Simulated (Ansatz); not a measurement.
# C: the cost of one run

Program: Ansatz 0.2.0. Level of theory: DFT LDA, scalar-relativistic, plane waves, PAW. These are calculated values, not measurements.

### Step 1. Starting point

It takes space group P2_1/m (No. 11, monoclinic). The conventional cell has a = 4.532 Å, b = 2.457 Å, c = 28.413 Å, α = 90.00°, β = 90.00°, γ = 90.00°. Around C (site symmetry m) lie 2 C at 1.42 Å. C (site symmetry m) is surrounded by 3 C at 1.42 Å.

Structure file:

```
CELL_PARAMETERS angstrom
2.45656 0.00000 0.00000
0.00000 4.53197 0.00000
0.00000 0.00000 28.41305
ATOMIC_POSITIONS crystal
C 0.50000 0.39707 0.31676
C 0.00000 0.49645 0.33603
C 0.00000 0.69491 0.37462
C 0.50000 0.79429 0.39390
C 0.50000 0.99275 0.43249
C 0.00000 0.09213 0.45177
C 0.00000 0.29059 0.49036
C 0.50000 0.38997 0.50964
C 0.50000 0.58843 0.54823
C 0.00000 0.68781 0.56751
C 0.00000 0.88627 0.60610
C 0.50000 0.98565 0.62538
C 0.50000 0.18411 0.66397
C 0.00000 0.28349 0.68324
```

Slab cut from the bulk at the bulk's listed lattice constants, lower half held.

### Step 2. Relaxing the atoms

input.yaml

```yaml
crystal:
  lattice:
    - [2.45656488, 0.0, 0.0]
    - [0.0, 4.53196724, 0.0]
    - [0.0, 0.0, 28.4130534568]
  atoms:
    - { symbol: C, position: [0.5, 0.39706956, 0.3167558184] }
    - { symbol: C, position: [0.0, 0.49645133, 0.3360291385] }
    - { symbol: C, position: [0.0, 0.69490985, 0.3746249889] }
    - { symbol: C, position: [0.5, 0.79429163, 0.3938983191] }
    - { symbol: C, position: [0.5, 0.99275015, 0.4324941594] }
    - { symbol: C, position: [0.0, 0.09213193, 0.4517674896] }
    - { symbol: C, position: [0.0, 0.29059044, 0.4903633399] }
    - { symbol: C, position: [0.5, 0.38997222, 0.5096366601] }
    - { symbol: C, position: [0.5, 0.58843074, 0.5482325104] }
    - { symbol: C, position: [0.0, 0.68781252, 0.5675058406] }
    - { symbol: C, position: [0.0, 0.88627104, 0.6061016809] }
    - { symbol: C, position: [0.5, 0.98565282, 0.6253750111] }
    - { symbol: C, position: [0.5, 0.18411133, 0.6639708615] }
    - { symbol: C, position: [0.0, 0.28349311, 0.6832441816] }
basis:
  ecutwfc: 600.0
  fft_grid_basis: typed
kpoints:
  mp_grid: { grid: [10, 6, 1] }
hamiltonian:
  xc: lda
  pseudopotentials: { kind: paw }
scf:
  occupations: { method: gaussian, width: 0.1 }
output:
  forces: true
  eigenvalues: true
efield:
  axis: 3
  dipole_correction: true
  ramp_width: 0.04
relax:
  adjacent_minimum: "off"
  f_tol: 0.04
  max_steps: 40
  constraints: [{ sites: [0, 1, 2, 3, 4, 5] }]
```

The run is started by

```
$ ansatz run input.yaml --threads 2 --pin off --max-ram 4423MiB --backend cpu --events-out ev --progress --plain --runs-dir out
```

Q: Estimate wall time and peak memory on 2 threads of Arm Neoverse V1, shared host.

About 4.1 min, with a peak of 0.86 GiB.
